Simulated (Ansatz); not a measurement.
Working through a relaxation driven by ASE of AlNi, space group Pm-3m

Program: Ansatz's Python interface.

At the Python prompt:
```pycon
>>> import warnings
>>> import ansatz as az
>>> from ase import Atoms
>>> from ase.calculators.calculator import Calculator, all_changes
>>> from ase.optimize import BFGSLineSearch
>>> import numpy as np
>>> CUTOFF_EV = 550
>>> KMESH = (6, 6, 6)
>>> FUNCTIONAL = "r2scan"
>>> OCCUPATIONS = "Fermi-Dirac"
>>> SIGMA = 0.15
>>> class DFT(Calculator):
...     implemented_properties = ["energy", "free_energy", "forces"]
...     def calculate(self, atoms=None, properties=("energy",), system_changes=all_changes):
...         super().calculate(atoms, properties, system_changes)
...         bare = self.atoms.copy()
...         bare.set_constraint()
...         bare.set_momenta(None)
...         job = (
...             az.Crystal.from_ase(bare).calculation()
...             .basis(CUTOFF_EV)
...             .kpoints(*KMESH)
...             .spin("collinear")
...             .functional(FUNCTIONAL)
...             .occupations(OCCUPATIONS, width=SIGMA)
...             .forces()
...         )
...         report = job.run(threads=1, backend="cpu").report
...         self.results["energy"] = self.results["free_energy"] = report["lagrangian_ev"]
...         self.results["forces"] = np.array(report["forces_ev_ang"])
...
>>> warnings.simplefilter("ignore")
>>> atoms = Atoms(
...     ["Al", "Ni"],
...     cell=[(2.881, 0.0, 0.0), (0.0, 2.881, 0.0), (0.0, 0.0, 2.881)],
...     scaled_positions=[
...         (0.0, 0.0, 0.0),
...         (0.5, 0.5, 0.5),
...     ],
...     pbc=True,
... )
>>> atoms.set_initial_magnetic_moments([0.0, 1.5])
>>> atoms.rattle(0.07, seed=72)
>>> atoms.calc = DFT()
>>> before = atoms.get_potential_energy(), atoms.get_volume()
>>> optimiser = BFGSLineSearch(atoms, logfile=None)
>>> def tell():
...     fmax = np.linalg.norm(atoms.get_forces(), axis=1).max()
...     print(f"step {optimiser.nsteps:2d}  E = {atoms.get_potential_energy():.5f} eV  fmax = {fmax:.4f}  V = {atoms.get_volume():.3f} A^3")
...
>>> optimiser.attach(tell)
>>> met = optimiser.run(fmax=0.02, steps=15)
step  0  E = -6386.96863 eV  fmax = 1.0418  V = 23.913 A^3
step  1  E = -6387.05233 eV  fmax = 0.2324  V = 23.913 A^3
step  2  E = -6387.05679 eV  fmax = 0.0023  V = 23.913 A^3
>>> print("threshold met:", bool(met), " energy gained:", round(before[0] - atoms.get_potential_energy(), 5), "eV")
threshold met: True  energy gained: 0.08816 eV
>>> print("cell lengths and angles:", np.round(atoms.cell.cellpar(), 3))
cell lengths and angles: [ 2.881  2.881  2.881 90.    90.    90.   ]
>>> np.round(atoms.get_scaled_positions(), 4)
array([[0.011 , 0.0122, 0.9529],
       [0.511 , 0.512 , 0.4529]])
```

What to keep in mind:
- Total energies depend on the potentials; only differences at equal settings carry meaning. A total without «per atom» is that of the cell as typed.
- The SCF didn't keep the moments it started from (some shrank, vanished or turned); what is printed is the state reached.
- The calculator gives ASE the free energy under both names; ASE's own meaning of energy is the limit of zero smearing.
- For a metal this k-point mesh is coarse: on a finer one energies can move by several to tens of meV an atom and pressures by half a GPa or more, differences at one mesh by less.
- A Fermi-Dirac width this large means warm electrons, whose thermal share enters the free energy.
- r2SCAN tends to overestimate the moments of itinerant magnets.
- The structure is a deposited one; some such entries were measured under pressure or heat, so a shift against it needn't be the functional's error alone.
- The script silences warnings, which a real study should read.
- Wall time of the script: 2.3 min on 1 thread of Arm Neoverse V1, with other jobs on the host, peak memory 0.61 GiB.
